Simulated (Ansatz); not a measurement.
PtSe:

```
CELL_PARAMETERS angstrom
3.70187 0.00000 0.00000
-1.85094 3.20591 0.00000
0.00000 0.00000 3.61284
ATOMIC_POSITIONS crystal
Pt 0.00000 0.00000 0.00000
Se 0.66667 0.33333 0.50000
```

The cell comes from a database or a generator and needn't be the stable form of this composition.

- Program: Ansatz 0.2.0
- Task: relaxation of cell and atoms
- Functional: revPBE
- Potentials or basis: Ansatz PAW
- Cutoff: 420 eV (not typed: the program's choice for these potentials)
- k mesh: 8 × 8 × 7
- Occupations: fermi-dirac, width 0.05 eV
- Spin: no spin polarisation

At the start: volume 21.44 Å³/atom.

**Question.** How do energy, volume and symmetry change on relaxing?

**Answer.** It ends after 7 steps and the volume is 19.57 Å³/atom (-8.7 %); space group P-6m2 (No. 187, to 0.05 Å).

Step by step:
```tsv
step	energy change (eV)	largest force (eV/Å)	volume (Å³)
1	0.0000	0.0000	42.88
2	-0.1595	0.0000	38.30
3	-0.1703	0.0000	38.71
4	-0.1834	0.0000	39.00
5	-0.1836	0.0000	39.16
6	-0.1836	0.0000	39.15
7	-0.1828	0.0000	39.15
```

Final structure:
```
Pt Se
1.0
     3.76545    0.00000    0.00000
    -1.88273    3.26098    0.00000
     0.00000    0.00000    3.18818
Pt Se
1 1
Direct
  0.00000 0.00000 0.00000
  0.66667 0.33333 0.50000
```

Caveat: the plane-wave basis is chosen anew once the cell has moved, so the energies of steps on either side of that aren't comparable; the PAW data sets come from PBE, with cores solved anew for the run's functional, which leaves a small shift of forces and pressure.
